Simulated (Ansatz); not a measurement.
The same calculation of AsH5Si, SMILES [SiH3][AsH2] as a Python script and as an input file (the Python package of Ansatz (0.2.0)).

Script `run_cas.py`:
```python
"""Active-space calculation on AsH5Si."""

import ansatz as az


def main() -> None:
    geometry_ang = [
        ("Si", (-0.5515, -0.5419, -0.371)),
        ("As", (0.9199, 0.2089, 1.217)),
        ("H", (-1.9721, -0.5771, 0.2045)),
        ("H", (-0.1296, -1.8109, -0.8869)),
        ("H", (-0.6176, 0.4555, -1.5144)),
        ("H", (0.3749, 1.6912, 1.1689)),
        ("H", (2.0372, 0.5064, 0.1362)),
    ]
    mol = az.Crystal.molecule()
    for symbol, xyz in geometry_ang:
        mol = mol.atom(symbol, xyz)

    base = mol.calculation().basis(gaussian="def2-SVP").correlation(active_electrons=2, active_orbitals=2)
    for method in ["sc_nevpt2"]:
        rep = (base if method is None else base.correlation(method)).run(threads=1, pin="off").report
        space = rep["configurations"]
        state = space["states"][0]
        print(method or "casscf", f"total {rep['free_energy_ev'] / 27.211386246:.6f} Ha, active-space state {state['energy']['hartree']:.6f} Ha, mean field {rep['reference_energy_ev'] / 27.211386246:.6f} Ha")
        print("  determinants", state["n_determinants"], " natural occupations", [round(n, 3) for n in space["natural_occupations"]])


if __name__ == "__main__":
    main()
```

```console
$ python run_cas.py
sc_nevpt2 total -2526.007279 Ha, active-space state -2525.675302 Ha, mean field -2525.658540 Ha
  determinants 4  natural occupations [1.969, 0.031]
```

`input.yaml`:
```yaml
crystal:
  periodic: [false, false, false]
  atoms:
    - { symbol: Si, position_ang: [-0.5515, -0.5419, -0.371] }
    - { symbol: As, position_ang: [0.9199, 0.2089, 1.217] }
    - { symbol: H, position_ang: [-1.9721, -0.5771, 0.2045] }
    - { symbol: H, position_ang: [-0.1296, -1.8109, -0.8869] }
    - { symbol: H, position_ang: [-0.6176, 0.4555, -1.5144] }
    - { symbol: H, position_ang: [0.3749, 1.6912, 1.1689] }
    - { symbol: H, position_ang: [2.0372, 0.5064, 0.1362] }
basis:
  gaussian:
    orbitals: def2-SVP
correlation:
  method: sc_nevpt2
  active_space:
    window:
      electrons: 2
      orbitals: 2
```

What to keep in mind:
- Total energies depend on the basis set; only differences at equal settings carry meaning.
- The geometry is a force-field or estimated start, not a minimum of this method, and the basis set is short of its limit. The active space starts as a window about the frontier orbitals and is then optimised, not chosen by chemistry.
- Wall time of the script: 5.7 s on 1 thread of Arm Neoverse V1 (shared host), peak memory 0.21 GiB.
